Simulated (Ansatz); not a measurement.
Working through an atomisation energy of CH3BCl2, SMILES ClBCCl

Program: the Python package of Ansatz (0.2.0).

Run as a notebook:

```python
from collections import Counter

import ansatz as az
```

```python
def energy_of(molecule, charge=0, unpaired=0):
    calc = (
        molecule.calculation()
        .basis(gaussian='def2-TZVP')
        .functional('hf')
    )
    if charge:
        calc = calc.charge(charge)
    if unpaired:
        calc = calc.spin('collinear', total=unpaired)
    return calc.run(threads=1, backend='cpu').report['free_energy_ev']
```

```python
geometry_ang = [
    ('Cl', (-2.2839, -0.2679, 0.1284)),
    ('B', (-0.6849, 0.373, -0.4484)),
    ('C', (0.6078, -0.0922, 0.282)),
    ('Cl', (0.9257, -1.8388, 0.0976)),
    ('H', (-0.6136, 1.1574, -1.3423)),
    ('H', (1.5164, 0.4447, -0.1419)),
    ('H', (0.5938, 0.1558, 1.3788)),
]
ch3bcl2 = az.Crystal.molecule()
for symbol, xyz in geometry_ang:
    ch3bcl2 = ch3bcl2.atom(symbol, xyz)
```

```python
# unpaired electrons of the ground-state atoms
unpaired = {'Cl': 1, 'B': 1, 'C': 2, 'H': 1}
counts = Counter(site.symbol for site in ch3bcl2.cartesian_sites)
atom_energy = {s: energy_of(az.Crystal.molecule().atom(s, (0, 0, 0)), 0, unpaired[s]) for s in counts}
whole = energy_of(ch3bcl2, 0, 0)
for s, e in atom_energy.items():
    print(f'{s:2s} x{counts[s]}  {e:14.5f} eV')
print(f'CH3BCl2: {whole:.5f} eV')
split = sum(counts[s] * e for s, e in atom_energy.items()) - whole
print(f'atomisation energy (no zero-point term): {96.485332 * split:.1f} kJ/mol, {split / sum(counts.values()):.3f} eV an atom')
```

    Cl x2    -12503.00086 eV
    B  x1      -667.55878 eV
    C  x1     -1025.66459 eV
    H  x3       -13.60052 eV
    CH3BCl2: -26758.94425 eV
    atomisation energy (no zero-point term): 1825.3 kJ/mol, 2.703 eV an atom

1825.3 kJ/mol from the electronic energies, without the zero-point term.

Notes:
- Total energies depend on the basis set; only differences at equal settings carry meaning.
- The geometry is a force-field or estimated start, not a minimum of this method, and the basis set is short of its limit. All parts are taken at fixed geometry, without zero-point energy.
- Hartree-Fock leaves correlation out, so bond, atomisation and ionisation energies come out well too low.
- Run time: 2.3 s on 1 thread of Arm Neoverse V1 (shared host), peak memory 0.31 GiB.
